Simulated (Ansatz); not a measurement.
Mg6VMo:

```xyz
8
Lattice="4.7353 0.0000 0.0000 0.0000 2.9852 5.4852 0.0000 -2.9852 5.4852" Properties=species:S:1:pos:R:3 pbc="T T T"
Mo    2.3677    0.0000    7.6055
V     0.0000    0.0000    8.8315
Mg    2.3677    0.0000    1.8686
Mg    2.3677    1.5437    4.6380
Mg    2.3677   -1.5437    4.6380
Mg    0.0000    0.0000    3.6139
Mg    0.0000    1.4307    6.3429
Mg    0.0000   -1.4307    6.3429
```

The cell comes from a database or a generator and needn't be the stable form of this composition.

| Quantity | Value |
| --- | --- |
| Program | Ansatz 0.2.0 |
| Task | single point |
| Functional | PBE |
| Potentials or basis | Ansatz PAW |
| Cutoff | 420 eV (not typed: the program's choice for these potentials) |
| k mesh | 6 × 5 × 5 |
| Occupations | fermi-dirac, width 0.05 eV |
| Spin | collinear spin, ferromagnetic start |
| Starting moments | [1.0, 2.0, 0.0, 0.0, 0.0, 0.0, 0.0, 0.0] μB |

On this cell: pressure 0.2 GPa; largest force 0.049 eV/Å; net moment 1.48 μB per cell; site moments Mo -0.24; V +1.52; Mg -0.01, -0.00 μB; band gap on the k mesh none (metal or under the smearing width).

The same run follows on a disturbed copy (atoms moved at random, drawn with an rms of 0.05 Å):

```
CELL_PARAMETERS angstrom
4.73533 0.00000 0.00000
0.00000 2.98524 5.48518
0.00000 -2.98524 5.48518
ATOMIC_POSITIONS crystal
Mo 0.50270 0.68904 0.69168
V 0.99233 0.80970 0.79224
Mg 0.49760 0.16029 0.16561
Mg 0.49560 0.67941 0.17500
Mg 0.50474 0.16447 0.68202
Mg 0.99118 0.32559 0.33623
Mg 0.99411 0.82218 0.33468
Mg 0.98910 0.33799 0.82534
```

Problem. What does the disturbed cell give?

Solution. The energy (extrapolated to zero smearing) moves by +9.7 meV/atom; pressure 0.4 GPa; largest force 0.498 eV/Å; net moment 1.49 μB per cell; site moments Mo -0.25; V +1.51; Mg -0.01, -0.00, +0.00 μB; band gap on the k mesh none (metal or under the smearing width).

Forces in eV/Å, atoms in the order of the input:
```
Mo  -0.157  0.015  0.158
V    0.111 -0.329  0.236
Mg  -0.150  0.026  0.474
Mg  -0.048  0.101 -0.368
Mg  -0.295 -0.066 -0.095
Mg   0.181  0.225 -0.128
Mg   0.079 -0.168 -0.106
Mg   0.280  0.196 -0.171
```

Stress tensor (GPa, compression positive):
```
 0.47  0.13 -0.19
 0.13  0.37  0.42
-0.19  0.42  0.27
```

Caveats: the starting moments weren't kept.
